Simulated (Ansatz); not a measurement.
Runs of Ansatz 0.2.0 on SiNi2. The structure is orthorhombic, space group Pnma (No. 62). Conventional cell: a = 4.990 Å, b = 3.720 Å, c = 7.030 Å, α = 90.00°, β = 90.00°, γ = 90.00°. Around Ni (site symmetry m) lie 4 Si at 2.28 to 2.33 Å and 4 Ni at 2.53 to 2.62 Å. Ni (site symmetry m) has 5 Si at 2.34 to 2.57 Å and 6 Ni at 2.53 to 2.62 Å as nearest neighbours. Si (site symmetry m) is surrounded by 9 Ni at 2.28 to 2.57 Å. 

| task | level | cell | points for each segment of the path | gap on the mesh (eV) | pressure (GPa) | moment (μB) | relaxed volume (Å³/atom) |
| --- | --- | --- | --- | --- | --- | --- | --- |
| relaxation of cell and atoms | BLYP | relaxed | - | none | 0.0 | 0.00 | (a) |
| relaxation of cell and atoms | BLYP+D3(BJ) | relaxed | - | none | 0.0 | 0.00 | 10.69 |
| relaxation of cell and atoms | PBEsol+D3(BJ) | relaxed | - | none | 0.0 | 0.00 | 10.28 |
| band structure | LDA | as given | 10 | none | -10.6 | 0.00 | - |

Alike in all rows: potentials or basis Ansatz PAW; spin collinear, ferromagnetic start; k mesh 6 × 7 × 4; cutoff (eV) 420; smearing fermi-dirac 0.05 eV.

**Question.** Estimate the missing entries.

**Answer.** (a) 11.97.

Caveats: the PAW data sets come from PBE, with cores solved anew for the run's functional, which leaves a small shift of forces and pressure; the starting moments weren't kept; the plane-wave basis is chosen anew once the cell has moved, so the energies of steps on either side of that aren't comparable (some runs); pairwise dispersion overbinds metals, which lowers pressure and volume (some runs); the volume moved by +10 % from the deposited cell, more than functionals usually miss (some runs).

A gap of «none» marks a metal or a gap under the smearing width.

Runs at the PBE level aren't shown here.
